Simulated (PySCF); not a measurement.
# C4H4F2O2: NMR shifts and electronic excitations in gas and solvents

Aim: compute the NMR shifts and electronic excitations of C4H4F2O2 (`O=C1OC[C@@H]1C(F)F`), and see what a dielectric continuum does where one was used.

The runs use PySCF 2.14.0, with density-fitted response routines of our own; the level of theory stands in each step. All values are computed, except where a source is named. Atoms count from 0, in the outputs and in this text.

### Step 1. The starting structure

12 atoms, charge 0, multiplicity 1; geometry from: GFN2-xTB. The atoms were then displaced at random by about 0.01 Å, so the start is not that level's minimum.

Bonds of the start (Å): O0–C1 1.16, C1–O2 1.35, O2–C3 1.47, C3–C4 1.52, C4–C5 1.52, C5–F6 1.35, C5–F7 1.36, C4–C1 1.54, C3–H8 1.10, C3–H9 1.09, C4–H10 1.07, C5–H11 1.10.

### Step 2. Geometry optimisation at PBE0-D3(BJ)/def2-SVP

Job settings and geometry (Å):

```
{"job": {"xc": "PBE0", "basis": "def2-SVP", "d3": "d3bj", "grid": 1, "shake": 0.01, "kind": "geom"}, "charge": 0, "multiplicity": 1}
O     -0.939470     1.878380    -1.330740
C     -0.951170     0.957740    -0.619590
O     -1.806210     0.590340     0.359520
C     -0.974330    -0.570380     0.698630
C     -0.029670    -0.261170    -0.450250
C      1.413730     0.049070    -0.079140
F      1.508470     0.735250     1.080140
F      2.119790    -1.101580     0.121290
H     -1.593990    -1.480850     0.616380
H     -0.597280    -0.492590     1.718340
H     -0.051660    -0.952760    -1.270550
H      1.941500     0.620280    -0.853060
```

On the command line:

```sh
OMP_NUM_THREADS=1 python probes_run.py task.json out
```

The driver reads the jobs from task.json and runs them one after another.

The program printed:

```text
step   0  E = -504.05197936  max force = 0.037755
step   1  E = -504.05474452  max force = 0.008637
step   2  E = -504.05572084  max force = 0.003352
step   3  E = -504.05594983  max force = 0.002355
step   4  E = -504.05598616  max force = 0.002339
step   5  E = -504.05601043  max force = 0.000651
step   6  E = -504.05601625  max force = 0.000657
step   7  E = -504.05600971  max force = 0.001768
step   8  E = -504.05600077  max force = 0.001304
step   9  E = -504.05599661  max force = 0.000682
step  10  E = -504.05600120  max force = 0.000513
step  11  E = -504.05600694  max force = 0.000346
step  12  E = -504.05601454  max force = 0.000296
optimisation converged
```

Run time: 51 s. Hardware: 1 thread of AMD EPYC 9R45, shared host; peak memory 0.53 GiB.

The steps of the relaxation:

```tsv
step	energy from step 0 (eV)	largest force component (eV/Å)
0	0.0000	1.9414
1	-0.0752	0.4441
2	-0.1018	0.1724
3	-0.1080	0.1211
4	-0.1090	0.1203
5	-0.1097	0.0335
6	-0.1098	0.0338
7	-0.1097	0.0909
8	-0.1094	0.0671
9	-0.1093	0.0351
10	-0.1094	0.0264
11	-0.1096	0.0178
12	-0.1098	0.0152
```

Distances of close pairs at the start and the end, largest changes first:

```tsv
bond	before (Å)	after (Å)	change (Å)
C4–H10	1.073	1.100	+0.026
O0–C1	1.163	1.184	+0.021
O2–C3	1.468	1.448	-0.020
C4–C5	1.522	1.507	-0.015
C5–F7	1.365	1.350	-0.014
C3–C4	1.519	1.529	+0.010
C1–C4	1.537	1.529	-0.008
C3–H9	1.090	1.098	+0.008
```

The next job starts from the end point, and lists it.

```tsv
at the end point	value
point group (found at 0.08 Å tolerance)	C1
rotational constants (GHz, main isotopes)	3.741, 1.551, 1.373
dipole moment (D)	3.12
```

### Step 3. Nuclear shieldings: PBE0/pcSseg-1 in benzene

Job settings and geometry (Å):

```
{"job": {"kind": "nmr", "xc": "PBE0", "basis": "pcSseg-1", "solvent": "benzene", "pop": true}, "charge": 0, "multiplicity": 1}
O     -0.896210     1.540806    -1.776417
C     -0.880122     0.700814    -0.941754
O     -1.867555     0.317820    -0.100715
C     -1.027118    -0.670961     0.541098
C      0.129355    -0.306958    -0.390967
C      1.367258     0.282266     0.235317
F      1.017906     1.203865     1.159832
F      2.064831    -0.688137     0.864100
H     -1.443364    -1.680140     0.423871
H     -0.875262    -0.430248     1.601737
H      0.415784    -1.076613    -1.122060
H      2.021715     0.767266    -0.509014
```

With the program's defaults for keys left out, this is: GIAO PBE0/pcSseg-1 NMR shielding, non-relativistic, IEF-PCM benzene.

The program printed:

```text
coarse grid: 11168 points
cycle   1  E = -504.1087180986  dE =  1.519e+00  |g| = 1.065e+00  |ddm| = 3.108e+00
cycle   2  E = -503.7059271220  dE =  4.028e-01  |g| = 1.860e+00  |ddm| = 1.923e+00
cycle   3  E = -504.2954433238  dE = -5.895e-01  |g| = 2.449e-01  |ddm| = 1.400e+00
cycle   4  E = -504.3051972327  dE = -9.754e-03  |g| = 9.858e-02  |ddm| = 2.025e-01
cycle   5  E = -504.3067156111  dE = -1.518e-03  |g| = 2.614e-02  |ddm| = 6.296e-02
cycle   6  E = -504.3068505994  dE = -1.350e-04  |g| = 5.972e-03  |ddm| = 1.985e-02
cycle   7  E = -504.3068561645  dE = -5.565e-06  |g| = 1.962e-03  |ddm| = 3.776e-03
final grid: 111944 points
cycle   8  E = -504.3888291965  dE = -1.945e-05  |g| = 1.481e-02  |ddm| = 2.351e-02
cycle   9  E = -504.3887598544  dE =  6.934e-05  |g| = 2.481e-02  |ddm| = 2.380e-02
cycle  10  E = -504.3888671523  dE = -1.073e-04  |g| = 1.855e-03  |ddm| = 1.540e-02
cycle  11  E = -504.3888677383  dE = -5.859e-07  |g| = 5.016e-04  |ddm| = 1.282e-03
cycle  12  E = -504.3888677779  dE = -3.961e-08  |g| = 1.654e-04  |ddm| = 3.875e-04
cycle  13  E = -504.3888677834  dE = -5.517e-09  |g| = 2.322e-05  |ddm| = 1.283e-04
cycle  14  E = -504.3888677835  dE = -1.025e-10  |g| = 7.759e-06  |ddm| = 2.219e-05
converged SCF energy = -504.3888677835

GIAO shielding tensors (ppm)
atom      isotropic    diamagn.    paramagn.     s11        s22        s33       span
  0 O      -84.614     399.763    -484.377   -312.510   -165.883    224.551    537.061
  1 C       15.711     251.868    -236.156    -89.346     66.844     69.635    158.981
  2 O       46.087     401.296    -355.209   -177.941     89.762    226.441    404.382
  3 C      125.791     247.940    -122.149     91.234    118.810    167.327     76.093
  4 C      125.915     256.260    -130.344     96.752    131.946    149.047     52.295
  5 C       69.412     236.789    -167.377     52.135     67.288     88.813     36.677
  6 F      321.876     474.375    -152.499    219.129    339.292    407.209    188.080
  7 F      317.468     472.155    -154.687    208.742    334.184    409.477    200.735
  8 H       26.956      28.690      -1.733     24.232     25.285     31.352      7.120
  9 H       26.692      29.091      -2.400     24.141     26.668     29.265      5.124
 10 H       27.383      30.225      -2.841     25.097     26.822     30.231      5.134
 11 H       25.053      27.137      -2.084     22.704     23.879     28.576      5.872
```

Run time: 10 s. Hardware: 1 thread of AMD EPYC 9R45, shared host; peak memory 0.83 GiB.

Shifts follow as δ = σ(reference) − σ, with reference shieldings (ppm) from runs at the same level and on the same kind of geometry: 1H TMS 31.25, 13C TMS 184.9, 19F CFCl3 178.7, 17O H2O 338.8. The references are single molecules in the same continuum, so shifts against H2O, NH3, PH3, H3PO4 or CFCl3 are not on the usual liquid scales and can be off by tens of ppm.

```tsv
atoms	environment	σ (ppm)	δ (ppm)
C1	ester carbonyl carbon	15.7	169.2
C5	sp3 CH bonded to 2 F	69.4	115.5
C3	sp3 CH2 bonded to O	125.8	59.1
C4	sp3 CH α to a carbonyl	125.9	59.0
H11	hydrogen on an sp3 CH bonded to 2 F	25.05	6.20
H9	hydrogen on an sp3 CH2 bonded to O	26.69	4.56
H8	hydrogen on an sp3 CH2 bonded to O	26.96	4.30
H10	hydrogen on an sp3 CH α to a carbonyl	27.38	3.87
O0	ester carbonyl oxygen	-84.6	423.4
O2	ester alkoxy oxygen	46.1	292.7
F7	fluorine of a CF2 group	317.5	-138.7
F6	fluorine of a CF2 group	321.9	-143.1
```

Charges from the same density, by scheme (e):

```tsv
atoms	Mulliken	IAO	Hirshfeld	ESP fit
O0	-0.37	-0.42	-0.27	-0.52
C1	0.56	0.54	0.21	0.75
O2	-0.42	-0.35	-0.12	-0.41
C3	0.16	-0.06	0.01	0.19
C4	-0.55	-0.24	-0.05	-0.40
C5	0.60	0.45	0.16	0.31
F6	-0.30	-0.30	-0.09	-0.19
F7	-0.30	-0.30	-0.10	-0.20
```

Mayer bond orders: O0–C1 2.05, C1–O2 1.09, O2–C3 0.87, C3–C4 0.96, C4–C5 0.97, C5–F6 0.96, C5–F7 0.96, C4–C1 0.91.

Ring of atoms C1, O2, C3, C4: NICS(0) -3.4, NICS(1) -1.9, NICS(1)zz -1.9 ppm (means of both faces).

### Step 4. Shielding tensors: PBE0/pcSseg-1 in chloroform

Same as in step 3 but for these lines:

```diff
@@ -1,2 +1,2 @@
-{"job": {"kind": "nmr", "xc": "PBE0", "basis": "pcSseg-1", "solvent": "benzene", "pop": true}, "charge": 0, "multiplicity": 1}
+{"job": {"kind": "nmr", "xc": "PBE0", "basis": "pcSseg-1", "solvent": "chloroform", "pop": false}, "charge": 0, "multiplicity": 1}
 O     -0.896210     1.540806    -1.776417
```

Level: GIAO PBE0/pcSseg-1 NMR shielding, non-relativistic, IEF-PCM chloroform.

The program printed:

```text
coarse grid: 11168 points
cycle   1  E = -504.1161951860  dE =  1.512e+00  |g| = 1.058e+00  |ddm| = 3.108e+00
cycle   2  E = -503.7431981954  dE =  3.730e-01  |g| = 1.813e+00  |ddm| = 1.837e+00
cycle   3  E = -504.3007354438  dE = -5.575e-01  |g| = 2.260e-01  |ddm| = 1.320e+00
cycle   4  E = -504.3089198511  dE = -8.184e-03  |g| = 9.368e-02  |ddm| = 1.862e-01
cycle   5  E = -504.3102946153  dE = -1.375e-03  |g| = 2.419e-02  |ddm| = 5.919e-02
cycle   6  E = -504.3104099148  dE = -1.153e-04  |g| = 5.573e-03  |ddm| = 1.828e-02
cycle   7  E = -504.3104147729  dE = -4.858e-06  |g| = 1.809e-03  |ddm| = 3.472e-03
final grid: 111944 points
cycle   8  E = -504.3923832403  dE = -2.032e-05  |g| = 1.463e-02  |ddm| = 2.342e-02
cycle   9  E = -504.3923191413  dE =  6.410e-05  |g| = 2.413e-02  |ddm| = 2.300e-02
cycle  10  E = -504.3924203586  dE = -1.012e-04  |g| = 1.656e-03  |ddm| = 1.468e-02
cycle  11  E = -504.3924208243  dE = -4.657e-07  |g| = 4.809e-04  |ddm| = 1.155e-03
cycle  12  E = -504.3924208600  dE = -3.567e-08  |g| = 1.657e-04  |ddm| = 3.682e-04
cycle  13  E = -504.3924208654  dE = -5.433e-09  |g| = 2.230e-05  |ddm| = 1.240e-04
cycle  14  E = -504.3924208655  dE = -9.027e-11  |g| = 7.792e-06  |ddm| = 2.057e-05
converged SCF energy = -504.3924208655

GIAO shielding tensors (ppm)
atom      isotropic    diamagn.    paramagn.     s11        s22        s33       span
  0 O      -76.400     400.186    -476.587   -300.651   -156.165    227.614    528.265
  1 C       14.264     252.004    -237.740    -89.310     62.881     69.221    158.531
  2 O       46.909     401.692    -354.783   -178.398     92.815    226.309    404.708
  3 C      125.307     248.051    -122.744     90.535    117.860    167.527     76.992
  4 C      125.741     256.196    -130.456     96.839    131.372    149.011     52.172
  5 C       69.216     236.899    -167.683     52.255     66.873     88.520     36.265
  6 F      323.178     474.568    -151.390    220.387    340.222    408.924    188.538
  7 F      318.714     472.271    -153.557    209.738    335.125    411.278    201.541
  8 H       26.835      28.581      -1.746     24.106     25.148     31.252      7.146
  9 H       26.629      29.063      -2.434     24.064     26.621     29.202      5.138
 10 H       27.220      29.993      -2.773     24.902     26.602     30.155      5.253
 11 H       24.974      27.039      -2.065     22.611     23.798     28.513      5.902
```

Run time: 9.1 s. Hardware: 1 thread of AMD EPYC 9R45, shared host; peak memory 0.84 GiB.

This run: δ C1 170.9, C5 115.9, C3 59.9, C4 59.4, H11 6.27, H9 4.62 ppm.

### Step 5. TDDFT and polarisability: CAM-B3LYP/def2-SVPD

Same as in step 4 but for these lines:

```diff
@@ -1,2 +1,2 @@
-{"job": {"kind": "nmr", "xc": "PBE0", "basis": "pcSseg-1", "solvent": "chloroform", "pop": false}, "charge": 0, "multiplicity": 1}
+{"job": {"kind": "uv", "xc": "CAM-B3LYP", "basis": "def2-SVPD", "dynamic": true, "nstates": 6, "ntriplets": 0}, "charge": 0, "multiplicity": 1}
 O     -0.896210     1.540806    -1.776417
```

With the program's defaults for keys left out, this is: TDDFT CAM-B3LYP/def2-SVPD, vertical, gas phase, core orbitals frozen in the response.

The program printed:

```text
coarse grid: 11168 points
cycle   1  E = -504.0920688173  dE =  1.653e+00  |g| = 1.136e+00  |ddm| = 4.894e+00
cycle   2  E = -503.8109446110  dE =  2.811e-01  |g| = 1.743e+00  |ddm| = 3.201e+00
cycle   3  E = -504.3355266471  dE = -5.246e-01  |g| = 1.806e-01  |ddm| = 2.016e+00
cycle   4  E = -504.3402088660  dE = -4.682e-03  |g| = 9.430e-02  |ddm| = 2.564e-01
cycle   5  E = -504.3417356065  dE = -1.527e-03  |g| = 1.945e-02  |ddm| = 9.596e-02
cycle   6  E = -504.3418111117  dE = -7.551e-05  |g| = 5.817e-03  |ddm| = 3.155e-02
cycle   7  E = -504.3418181869  dE = -7.075e-06  |g| = 1.906e-03  |ddm| = 1.060e-02
final grid: 111944 points
cycle   8  E = -504.4333474208  dE = -3.112e-05  |g| = 4.783e-03  |ddm| = 6.685e-02
cycle   9  E = -504.4333441167  dE =  3.304e-06  |g| = 6.598e-03  |ddm| = 1.401e-02
cycle  10  E = -504.4333518057  dE = -7.689e-06  |g| = 5.084e-04  |ddm| = 6.817e-03
cycle  11  E = -504.4333518415  dE = -3.582e-08  |g| = 3.146e-04  |ddm| = 7.930e-04
cycle  12  E = -504.4333518578  dE = -1.627e-08  |g| = 9.777e-05  |ddm| = 4.221e-04
cycle  13  E = -504.4333518597  dE = -1.986e-09  |g| = 1.818e-05  |ddm| = 1.256e-04
cycle  14  E = -504.4333518598  dE = -8.617e-11  |g| = 6.635e-06  |ddm| = 3.489e-05
converged SCF energy = -504.4333518598

Static polarisability (au): isotropic 52.727, principal 44.429 53.379 60.373

Singlet excitations
state   eV       nm        f      main configurations
  1   5.9701    207.7   0.00058   H->L 0.73, H->L+1 0.21
  2   8.0058    154.9   0.07703   H-1->L 0.73, H-1->L+1 0.10
  3   8.2632    150.0   0.04181   H->L+1 0.52, H->L+2 0.19, H->L 0.18
  4   8.5855    144.4   0.00988   H-2->L 0.61, H-3->L 0.15
  5   8.7048    142.4   0.00745   H-1->L+1 0.61, H-1->L+3 0.19
  6   8.9670    138.3   0.01101   H->L+2 0.63, H->L+1 0.17
```

Wall time 24 s (1 thread of AMD EPYC 9R45, shared host); peak memory 0.99 GiB.

Frontier orbitals and where they lie:

```tsv
orbital	eV	atoms
HOMO−3	-12.71	O2 30 %, C4 19 %, F6 13 %
HOMO−2	-11.80	C5 17 %, C4 16 %, F6 14 %
HOMO−1	-10.78	O2 43 %, O0 28 %, C3 10 %
HOMO	-10.20	O0 58 %, O2 13 %, C4 12 %
LUMO	0.62	C1 25 %, O0 20 %, C4 12 %
LUMO+1	1.08	C1 19 %, C3 14 %, O2 11 %
LUMO+2	1.57	H9 11 %, O0 11 %, H8 10 %
```

With each of the 6 states as a Gaussian band of 0.4 eV half-width at 1/e, the curve within the window shown has maxima at 153 nm (ε 4,500) L/(mol cm). Beyond the last state computed it falls off for lack of states. The curve at chosen wavelengths:

| nm | ε (L/mol/cm) |
| --- | --- |
| 134 | 321 |
| 138 | 822 |
| 142 | 1470 |
| 146 | 2573 |
| 150 | 3999 |
| 153 | 4510 |
| 157 | 3733 |
| 161 | 2067 |
| 165 | 786 |
| 169 | 213 |
| 173 | 43 |
| 177 | 7 |
| 181 | 1 |
| 184 | 1 |
| 188 | 2 |
| 192 | 5 |
| 196 | 10 |
| 200 | 17 |
| 204 | 22 |
| 208 | 23 |
| 212 | 22 |
| 215 | 18 |
| 219 | 13 |
| 223 | 8 |
| 227 | 5 |
| 231 | 3 |

Further results of this job:

```tsv
property	computed
dipole moment (D)	3.32
polarisability (Å³)	7.81
HOMO–LUMO gap (eV)	10.82
−ε(HOMO) (eV)	10.20
C6 with itself (au)	1419
```

### Step 6. Ultraviolet spectrum: CAM-B3LYP/def2-SVPD in benzene

Same as in step 5 but for these lines:

```diff
@@ -1,2 +1,2 @@
-{"job": {"kind": "uv", "xc": "CAM-B3LYP", "basis": "def2-SVPD", "dynamic": true, "nstates": 6, "ntriplets": 0}, "charge": 0, "multiplicity": 1}
+{"job": {"kind": "uv", "xc": "CAM-B3LYP", "basis": "def2-SVPD", "solvent": "benzene", "nstates": 6, "ntriplets": 0}, "charge": 0, "multiplicity": 1}
 O     -0.896210     1.540806    -1.776417
```

Level: TDDFT CAM-B3LYP/def2-SVPD, vertical, IEF-PCM benzene (non-equilibrium linear response), core orbitals frozen in the response.

The program printed:

```text
coarse grid: 11168 points
cycle   1  E = -504.1072927769  dE =  1.638e+00  |g| = 1.121e+00  |ddm| = 4.894e+00
cycle   2  E = -503.8691432798  dE =  2.381e-01  |g| = 1.662e+00  |ddm| = 3.081e+00
cycle   3  E = -504.3436091353  dE = -4.745e-01  |g| = 1.558e-01  |ddm| = 1.901e+00
cycle   4  E = -504.3469837149  dE = -3.375e-03  |g| = 8.545e-02  |ddm| = 2.295e-01
cycle   5  E = -504.3482375236  dE = -1.254e-03  |g| = 1.774e-02  |ddm| = 8.609e-02
cycle   6  E = -504.3482995998  dE = -6.208e-05  |g| = 5.191e-03  |ddm| = 2.803e-02
cycle   7  E = -504.3483052991  dE = -5.699e-06  |g| = 1.682e-03  |ddm| = 9.768e-03
final grid: 111944 points
cycle   8  E = -504.4398157276  dE = -3.131e-05  |g| = 4.744e-03  |ddm| = 6.677e-02
cycle   9  E = -504.4398129099  dE =  2.818e-06  |g| = 6.374e-03  |ddm| = 1.381e-02
cycle  10  E = -504.4398200380  dE = -7.128e-06  |g| = 4.469e-04  |ddm| = 6.579e-03
cycle  11  E = -504.4398200662  dE = -2.822e-08  |g| = 2.820e-04  |ddm| = 7.481e-04
cycle  12  E = -504.4398200793  dE = -1.308e-08  |g| = 9.160e-05  |ddm| = 3.790e-04
cycle  13  E = -504.4398200810  dE = -1.690e-09  |g| = 1.706e-05  |ddm| = 1.110e-04
cycle  14  E = -504.4398200811  dE = -7.128e-11  |g| = 6.507e-06  |ddm| = 3.223e-05
converged SCF energy = -504.4398200811

Static polarisability (au): isotropic 58.759, principal 49.296 59.094 67.885

Singlet excitations
state   eV       nm        f      main configurations
  1   6.0373    205.4   0.00082   H->L 0.85, H->L+1 0.10
  2   7.9415    156.1   0.12721   H-1->L 0.84
  3   8.3800    148.0   0.05897   H->L+1 0.63, H->L+2 0.21, H->L 0.08
  4   8.5061    145.8   0.01313   H-2->L 0.69, H-3->L 0.17
  5   8.7633    141.5   0.00785   H-1->L+1 0.66, H-1->L+3 0.12, H-1->L+2 0.11
  6   9.1332    135.8   0.01334   H->L+2 0.60, H->L+1 0.17
```

Wall time 19 s (1 thread of AMD EPYC 9R45, shared host); peak memory 1 GiB.

This run: HOMO -10.21 eV, LUMO 0.74 eV; lowest singlet 6.04 eV.

### Step 7. Excited states and response: CAM-B3LYP/def2-SVPD in chloroform

Same as in step 6 but for these lines:

```diff
@@ -1,2 +1,2 @@
-{"job": {"kind": "uv", "xc": "CAM-B3LYP", "basis": "def2-SVPD", "solvent": "benzene", "nstates": 6, "ntriplets": 0}, "charge": 0, "multiplicity": 1}
+{"job": {"kind": "uv", "xc": "CAM-B3LYP", "basis": "def2-SVPD", "solvent": "chloroform", "nstates": 6, "ntriplets": 0}, "charge": 0, "multiplicity": 1}
 O     -0.896210     1.540806    -1.776417
```

Method: TDDFT CAM-B3LYP/def2-SVPD, vertical, IEF-PCM chloroform (non-equilibrium linear response), core orbitals frozen in the response.

The program printed:

```text
coarse grid: 11168 points
cycle   1  E = -504.1154306045  dE =  1.630e+00  |g| = 1.113e+00  |ddm| = 4.894e+00
cycle   2  E = -503.8963481663  dE =  2.191e-01  |g| = 1.624e+00  |ddm| = 3.036e+00
cycle   3  E = -504.3480493449  dE = -4.517e-01  |g| = 1.450e-01  |ddm| = 1.857e+00
cycle   4  E = -504.3509340856  dE = -2.885e-03  |g| = 8.113e-02  |ddm| = 2.180e-01
cycle   5  E = -504.3520647401  dE = -1.131e-03  |g| = 1.708e-02  |ddm| = 8.173e-02
cycle   6  E = -504.3521217579  dE = -5.702e-05  |g| = 4.886e-03  |ddm| = 2.640e-02
cycle   7  E = -504.3521268258  dE = -5.068e-06  |g| = 1.582e-03  |ddm| = 9.359e-03
final grid: 111944 points
cycle   8  E = -504.4436262631  dE = -3.140e-05  |g| = 4.728e-03  |ddm| = 6.675e-02
cycle   9  E = -504.4436236754  dE =  2.588e-06  |g| = 6.268e-03  |ddm| = 1.372e-02
cycle  10  E = -504.4436305425  dE = -6.867e-06  |g| = 4.207e-04  |ddm| = 6.475e-03
cycle  11  E = -504.4436305682  dE = -2.570e-08  |g| = 2.640e-04  |ddm| = 7.288e-04
cycle  12  E = -504.4436305797  dE = -1.155e-08  |g| = 8.765e-05  |ddm| = 3.593e-04
cycle  13  E = -504.4436305812  dE = -1.526e-09  |g| = 1.662e-05  |ddm| = 1.037e-04
cycle  14  E = -504.4436305813  dE = -6.128e-11  |g| = 6.440e-06  |ddm| = 3.124e-05
converged SCF energy = -504.4436305813

Static polarisability (au): isotropic 62.745, principal 52.726 62.734 72.773

Singlet excitations
state   eV       nm        f      main configurations
  1   6.0788    204.0   0.00082   H->L 0.89
  2   7.9377    156.2   0.12952   H-1->L 0.87
  3   8.4280    147.1   0.05295   H->L+1 0.62, H->L+2 0.15
  4   8.4613    146.5   0.02297   H-2->L 0.65, H-3->L 0.16
  5   8.7849    141.1   0.00596   H-1->L+1 0.70, H-1->L+2 0.12, H-1->L+3 0.09
  6   9.2223    134.4   0.00879   H->L+2 0.49, H->L+1 0.13
```

Run time: 19 s. Hardware: 1 thread of AMD EPYC 9R45, shared host; peak memory 0.99 GiB.

In short: HOMO -10.22 eV, LUMO 0.78 eV; lowest singlet 6.08 eV.

### Step 8. Side by side: NMR shifts

Shifts (ppm) of some atoms, chosen among heavy atoms and hydrogens apart, with basis size and wall time:

```tsv
run	C1	C5	C3	H8	H10	O0	O2	functions	time
PBE0/pcSseg-1 in benzene	169.2	115.5	59.1	4.30	3.87	423.4	292.7	156	10 s
PBE0/pcSseg-1 in chloroform	170.9	115.9	59.9	4.41	4.03	417.4	294.1	156	9.1 s
```

The continuum's effect on the ground state:

```tsv
solvent	ε	polarisation energy (Eh)	μ (D)
benzene	2.27	-0.0066	3.66
chloroform	4.71	-0.0108	3.90
```

### Step 9. Comparing the runs: electronic excitations

Excitations and ground-state properties, with basis size and wall time:

```tsv
run	lowest singlet (eV)	brightest (eV)	f	gap (eV)	α (Å³)	μ (D)	functions	time
CAM-B3LYP/def2-SVPD	5.97	8.01	0.077	10.82	7.81	3.32	204	24 s
CAM-B3LYP/def2-SVPD in benzene	6.04	7.94	0.127	10.95	8.71	3.76	204	19 s
CAM-B3LYP/def2-SVPD in chloroform	6.08	7.94	0.130	11.00	9.30	4.04	204	19 s
```

The continuum's effect on the ground state:

```tsv
solvent	ε	polarisation energy (Eh)	μ (D)
benzene	2.27	-0.0070	3.76
chloroform	4.71	-0.0117	4.04
```

### Step 10. Results

| quantity | value |
| --- | --- |
| point group | C1 |
| rotational constants (main isotopes) | 3.74, 1.55, 1.37 GHz |
| 13C shifts against TMS (PBE0/pcSseg-1, benzene) | 169.2, 115.5, 59.1, 59.0 ppm |
| 1H shifts against TMS (PBE0/pcSseg-1, benzene) | 6.20, 4.56, 4.30, 3.87 ppm |
| 17O shifts against H2O (PBE0/pcSseg-1, benzene) | 423.4, 292.7 ppm |
| 19F shifts against CFCl3 (PBE0/pcSseg-1, benzene) | -138.7, -143.1 ppm |
| lowest singlet (CAM-B3LYP/def2-SVPD) | 5.97 eV (208 nm), f = 0.001 |
| brightest single state of those computed | state 2, 8.01 eV, f = 0.077 |
| range of the shift of O0 | 417.4 to 423.4 ppm |
| range of the lowest singlet | 5.97 to 6.08 eV |

What this shows: Relaxing lowered the energy by 0.110 eV in 12 steps; the close pair that moved most is C4–H10, from 1.073 to 1.100 Å. The most deshielded hydrogen is H11 (hydrogen on an sp3 CH bonded to 2 F), at 6.20 ppm: its carbon carries F, hence the downfield position. At PBE0/pcSseg-1: The largest span, 537 ppm, is at O0, where the paramagnetic term is -484 ppm. The first singlet state (HOMO→LUMO 0.73, HOMO→LUMO+1 0.21) lies at 5.97 eV and is dark; of the 6 states computed, the strongest absorption comes from state 2 at 8.01 eV. Across the 2 runs the shift of O0 moves most, between 417.4 (PBE0/pcSseg-1 in chloroform) and 423.4 ppm (PBE0/pcSseg-1 in benzene). The continuum holds electrostatics alone: no hydrogen bonds to the solvent, and the gas-phase geometry is kept. The lowest singlet runs from 5.97 eV (CAM-B3LYP/def2-SVPD) to 6.08 eV (CAM-B3LYP/def2-SVPD in chloroform), while the orbital gap spans 10.82 to 11.00 eV. The lowest state need not be the same one in every run.
